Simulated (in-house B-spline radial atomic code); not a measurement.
# I⁵⁺: density, ELF and screening along the radius

How do the shells of I⁵⁺ show in real space, and how much do the settings move them?

Method: several methods, spin-polarised, as named in each step; spherical all-electron atom at the radial basis limit. Code: in-house B-spline radial atomic code version 1.

## Step 1: The system

| Property | Result |
| --- | --- |
| element | iodine (Z = 53) |
| charge | +5 |
| electrons | 48 |
| configuration | [Kr] 4d10 5s2 |
| nucleus | point (non-relativistic runs) or finite (X2C runs) |

The outer shells:

[Kr] 4d10 5s2
```
[Kr] core
4d [↑↓][↑↓][↑↓][↑↓][↑↓]
5s [↑↓]
```

Where spins are not typed, each open shell is filled with up spins first.

## Step 2: TPSS, non-rel.

The run's settings:

```ini
Z = 53
electrons = 48.0
configuration = [Kr] 4d10 5s2
hamiltonian = nr
method = tpss,tpss
spin_polarised = True
```

Started as:

```sh
python run_scf.py task.json out
```

task.json lists these runs, among others, and the program works through them in turn.

From the run's result record (rounded, not every field):

```text
{
  "status": "converged",
  "scf [iteration, energy, orbital gradient]": [
    [1, -6914.75576188, 0.0777],
    [2, -6914.75889634, 0.00204],
    [3, -6914.75895259, 0.00049],
    [4, -6914.75895358, 0.000195],
    [5, -6914.75895367, 3.73e-05],
    [6, -6914.75895367, 7.12e-06],
    [7, -6914.75895367, 2.46e-06],
    [8, -6914.75895367, 2.77e-08]
  ],
  "energy [hartree]": {"total": -6914.75895367, "kinetic": 6912.35911612, "nuclear": -16310.8642992, "coulomb": 2658.1228787, "xc": -174.376649313},
  "orbitals [hartree, bohr; up spins, the down spins are equal]": [
    ["name", "occ", "eps", "<r>", "<r^2>", "<1/r>", "r_max", "density_at_nucleus", "spin_orbit_zeta"],
    ["1s up", 1.0, -1166.3389, 0.028671, 0.0010993, 52.485, 0.018994, 46490.0, "-"],
    ["2s up", 1.0, -177.57499, 0.12341, 0.017881, 12.046, 0.10484, 4881.1, "-"],
    ["2p up", 3.0, -166.91436, 0.10514, 0.013434, 12.052, 0.082012, "-", 6.6305],
    ["3s up", 1.0, -37.560241, 0.32746, 0.12234, 4.398, 0.29836, 961.78, "-"],
    ["3p up", 3.0, -33.073024, 0.31807, 0.11713, 4.32, 0.28508, "-", 1.2359],
    ["3d up", 5.0, -24.770626, 0.28892, 0.098618, 4.1859, 0.23263, "-", 0.17164],
    ["4s up", 1.0, -8.3172081, 0.76883, 0.66672, 1.7919, 0.70714, 203.05, "-"],
    ["4p up", 3.0, -6.7444522, 0.80265, 0.73257, 1.6919, 0.72598, "-", 0.23916],
    ["4d up", 5.0, -4.0627363, 0.90257, 0.94738, 1.4618, 0.77175, "-", 0.025493],
    ["5s up", 1.0, -2.4380173, 1.802, 3.6195, 0.72422, 1.6645, 36.753, "-"]
  ],
  "sum_r [bohr^k]": {"-1": 307.7522, "1": 25.37087, "2": 24.49387},
  "density_at_nucleus [bohr^-3]": 105144.8,
  "spin_density_at_nucleus [bohr^-3]": 0.0,
  "mass_velocity [hartree]": -646.793,
  "darwin [hartree]": 466.1375,
  "radius_at_0.001 [bohr]": 3.136,
  "radius_enclosing_fraction [bohr]": {"0.5": 0.3571, "0.9": 1.148, "0.99": 2.21},
  "slater [hartree]": {
    "F0(4d up,4d up)": 0.99899,
    "F2(4d up,4d up)": 0.50855,
    "F4(4d up,4d up)": 0.3384,
    "F0(4d up,4d down)": 0.99899,
    "F2(4d up,4d down)": 0.50855,
    "F4(4d up,4d down)": 0.3384,
    "F0(4d up,5s up)": 0.60517,
    "G2(4d up,5s up)": 0.070363,
    "F0(4d up,5s down)": 0.60517,
    "F0(4d down,4d down)": 0.99899,
    "F2(4d down,4d down)": 0.50855,
    "F4(4d down,4d down)": 0.3384,
    "F0(4d down,5s up)": 0.60517,
    "F0(4d down,5s down)": 0.60517,
    "G2(4d down,5s down)": 0.070363,
    "F0(5s up,5s up)": 0.49848,
    "F0(5s up,5s down)": 0.49848,
    "F0(5s down,5s down)": 0.49848
  }
}
```

It took 0.27 s on 1 thread, shared host.

radius_at_0.001 is where the density falls to 0.001 electrons per bohr³. Meta-GGA runs start from a PBE run whose iterations are not counted.

The record's radial tables, every 2nd point:

| r (bohr) | 4πr²n (1/bohr) | ELF | screened charge r·V (e) | reduced gradient s |
| --- | --- | --- | --- | --- |
| 0.00452 | 16.72 | 0.9989 | 51.62 | 0.4247 |
| 0.00683 | 29.92 | 0.9979 | 50.95 | 0.4591 |
| 0.0103 | 47.28 | 0.9944 | 49.97 | 0.5134 |
| 0.0156 | 62.82 | 0.9752 | 48.59 | 0.5983 |
| 0.0236 | 66.13 | 0.8322 | 46.71 | 0.6992 |
| 0.0358 | 59.18 | 0.3879 | 44.17 | 0.6373 |
| 0.0541 | 66.62 | 0.4129 | 40.82 | 0.3116 |
| 0.0818 | 86.66 | 0.7324 | 36.54 | 0.3430 |
| 0.124 | 74.21 | 0.5292 | 31.47 | 0.5056 |
| 0.187 | 65.69 | 0.4047 | 25.84 | 0.2480 |
| 0.283 | 69.73 | 0.7603 | 19.94 | 0.3957 |
| 0.428 | 30.05 | 0.2748 | 14.87 | 0.6954 |
| 0.648 | 27.50 | 0.6347 | 10.23 | 0.2014 |
| 0.980 | 18.77 | 0.6979 | 6.851 | 0.6398 |
| 1.48 | 4.746 | 0.2521 | 5.468 | 1.090 |
| 2.24 | 1.041 | 0.5139 | 5.060 | 1.861 |
| 3.39 | 0.06116 | 0.7953 | 5.002 | 7.388 |
| 5.13 | 0.0002293 | 0.2719 | 5.000 | 70.23 |

## Step 3: LDA (VWN5), X2C

The run's settings:

```ini
Z = 53
electrons = 48.0
configuration = [Kr] 4d10 5s2
hamiltonian = x2c
method = lda,vwn
spin_polarised = True
nucleus = fermi
rms_radius = 4.75
mass_number = 127
atomic_mass = 126.904472592
speed_of_light = 137.035999084
```

Results of the run:

```text
{
  "status": "converged",
  "iterations": 9,
  "energy [hartree]": {"total": -7103.6204461, "kinetic": 7528.52012086, "nuclear": -17168.6572168, "coulomb": 2711.33299158, "xc": -174.816341745},
  "orbitals [hartree, bohr; up spins, the down spins are equal]": [
    ["name", "occ", "eps", "<r>"],
    ["1s up", 1.0, -1210.4949, 0.02664],
    ["2s up", 1.0, -188.9385, 0.11675],
    ["2p up", 3.0, -170.05861, 0.10222],
    ["3s up", 1.0, -39.871943, 0.31432],
    ["3p up", 3.0, -33.733804, 0.31214],
    ["3d up", 5.0, -24.440875, 0.28878],
    ["4s up", 1.0, -8.7735081, 0.73907],
    ["4p up", 3.0, -6.8378467, 0.78961],
    ["4d up", 5.0, -3.9914012, 0.90894],
    ["5s up", 1.0, -2.5555416, 1.7378]
  ],
  "sum_r [bohr^k]": {"-1": 330.3233, "1": 25.07013, "2": 23.86477}
}
```

Wall time 0.26 s (1 thread, shared host).

Fields along the radius, from the same record (one point in 4):

| r (bohr) | 4πr²n (1/bohr) | ELF | screened charge r·V (e) | reduced gradient s |
| --- | --- | --- | --- | --- |
| 0.00448 | 25.01 | 0.9990 | 51.55 | 0.5955 |
| 0.0102 | 56.65 | 0.9932 | 49.86 | 0.5962 |
| 0.0233 | 67.06 | 0.7746 | 46.59 | 0.7370 |
| 0.0531 | 69.63 | 0.4501 | 40.76 | 0.3011 |
| 0.121 | 73.52 | 0.5140 | 31.59 | 0.5198 |
| 0.276 | 71.02 | 0.7621 | 20.12 | 0.3886 |
| 0.630 | 27.20 | 0.6051 | 10.45 | 0.2046 |
| 1.44 | 5.372 | 0.2978 | 5.484 | 1.047 |
| 3.28 | 0.06208 | 0.6028 | 5.002 | 7.522 |

## Step 4: PBE, X2C

The settings differ from step 3 so:

```diff
@@ -4,3 +4,3 @@
 hamiltonian = x2c
-method = lda,vwn
+method = pbe,pbe
 spin_polarised = True
```

Results of the run:

```text
{
  "status": "converged",
  "iterations": 9,
  "energy [hartree]": {"total": -7109.734635, "kinetic": 7537.63286273, "nuclear": -17178.3916442, "coulomb": 2712.03977187, "xc": -181.015625388},
  "orbitals [hartree, bohr; up spins, the down spins are equal]": [
    ["name", "occ", "eps", "<r>"],
    ["1s up", 1.0, -1211.9286, 0.026614],
    ["2s up", 1.0, -189.11783, 0.11665],
    ["2p up", 3.0, -170.10594, 0.10218],
    ["3s up", 1.0, -39.921754, 0.31379],
    ["3p up", 3.0, -33.743836, 0.31177],
    ["3d up", 5.0, -24.425792, 0.28859],
    ["4s up", 1.0, -8.7846671, 0.73908],
    ["4p up", 3.0, -6.8413756, 0.78953],
    ["4d up", 5.0, -3.9854487, 0.90805],
    ["5s up", 1.0, -2.5344806, 1.7435]
  ],
  "sum_r [bohr^k]": {"-1": 330.5255, "1": 25.0665, "2": 23.87541}
}
```

Wall time 0.27 s (1 thread, shared host).

The record's radial tables, every 4th point:

| r (bohr) | 4πr²n (1/bohr) | ELF | screened charge r·V (e) | reduced gradient s |
| --- | --- | --- | --- | --- |
| 0.00448 | 25.08 | 0.9990 | 51.55 | 0.5958 |
| 0.0102 | 56.75 | 0.9932 | 49.86 | 0.5965 |
| 0.0233 | 67.07 | 0.7742 | 46.59 | 0.7377 |
| 0.0532 | 69.75 | 0.4522 | 40.74 | 0.2997 |
| 0.121 | 73.48 | 0.5136 | 31.59 | 0.5208 |
| 0.277 | 70.93 | 0.7632 | 20.07 | 0.3919 |
| 0.632 | 27.28 | 0.6116 | 10.41 | 0.2023 |
| 1.44 | 5.330 | 0.2940 | 5.485 | 1.053 |
| 3.29 | 0.06350 | 0.6361 | 5.002 | 7.380 |

## Step 5: Hartree-Fock, X2C

The settings differ from step 4 so:

```diff
@@ -4,3 +4,3 @@
 hamiltonian = x2c
-method = pbe,pbe
+method = hf
 spin_polarised = True
```

Results of the run:

```text
{
  "status": "converged",
  "iterations": 10,
  "energy [hartree]": {"total": -7107.38586985, "kinetic": 7536.60533363, "nuclear": -17176.8804377, "coulomb": 2711.61150105, "exact_exchange": -178.722266867},
  "orbitals [hartree, bohr; up spins, the down spins are equal]": [
    ["name", "occ", "eps", "<r>"],
    ["1s up", 1.0, -1227.1763, 0.026606],
    ["2s up", 1.0, -195.11189, 0.11648],
    ["2p up", 3.0, -175.21164, 0.10222],
    ["3s up", 1.0, -42.686752, 0.31222],
    ["3p up", 3.0, -36.060864, 0.31052],
    ["3d up", 5.0, -26.10777, 0.28759],
    ["4s up", 1.0, -9.9056287, 0.74],
    ["4p up", 3.0, -7.722186, 0.79149],
    ["4d up", 5.0, -4.4361629, 0.90618],
    ["5s up", 1.0, -2.6640482, 1.7751]
  ],
  "sum_r [bohr^k]": {"-1": 330.4903, "1": 25.10378, "2": 24.03515}
}
```

It took 0.4 s on 1 thread, shared host.

Fields along the radius, from the same record (one point in 4):

| r (bohr) | 4πr²n (1/bohr) | ELF | screened charge r·V (e) | reduced gradient s |
| --- | --- | --- | --- | --- |
| 0.00450 | 25.20 | 0.9990 | 51.55 | 0.5944 |
| 0.0103 | 57.14 | 0.9931 | 49.83 | 0.5970 |
| 0.0235 | 66.92 | 0.7666 | 46.55 | 0.7390 |
| 0.0537 | 70.24 | 0.4606 | 40.66 | 0.2958 |
| 0.123 | 72.38 | 0.4930 | 31.38 | 0.5213 |
| 0.280 | 70.50 | 0.7663 | 19.93 | 0.4015 |
| 0.640 | 27.44 | 0.6338 | 10.29 | 0.2036 |
| 1.46 | 4.978 | 0.2708 | 5.471 | 1.083 |
| 3.34 | 0.06279 | 0.7657 | 5.002 | 7.345 |

## Step 6: Results

| run | total energy (hartree) | highest level (eV) | radius holding 50 / 90 / 99 % (bohr) | radius at n = 0.001 (bohr) | ELF minima on the full grid (bohr) |
| --- | --- | --- | --- | --- | --- |
| TPSS, non-rel. | -6914.7590 | -66.342 | 0.357 / 1.15 / 2.21 | 3.14 | 0.044, 0.15, 0.53, 1.5 |
| LDA (VWN5), X2C | -7103.6204 | -69.540 | 0.353 / 1.15 / 2.15 | 3.06 | 0.043, 0.15, 0.51, 1.4 |
| PBE, X2C | -7109.7346 | -68.967 | 0.352 / 1.14 / 2.15 | 3.07 | 0.043, 0.15, 0.51, 1.4 |
| Hartree-Fock, X2C | -7107.3859 | -72.492 | 0.352 / 1.14 / 2.18 | 3.11 | 0.044, 0.15, 0.52, 1.5 |

What this shows: In the first run ELF has 4 minima on the grid, which mark the borders between shells. On the record's full grid the screened charge (r times the electrostatic potential) falls from 52.9 near the nucleus to 5.00 at 6.3 bohr; far out it tends to the net charge, 5. The radius that holds 99 % of the electrons runs from 2.15 bohr (LDA (VWN5), X2C) to 2.21 bohr (TPSS, non-rel.). The grid is coarse (about 23 % a step), so the places of minima are rough. For X2C runs ELF uses the non-relativistic kinetic energy density, and the fields carry no picture-change correction.
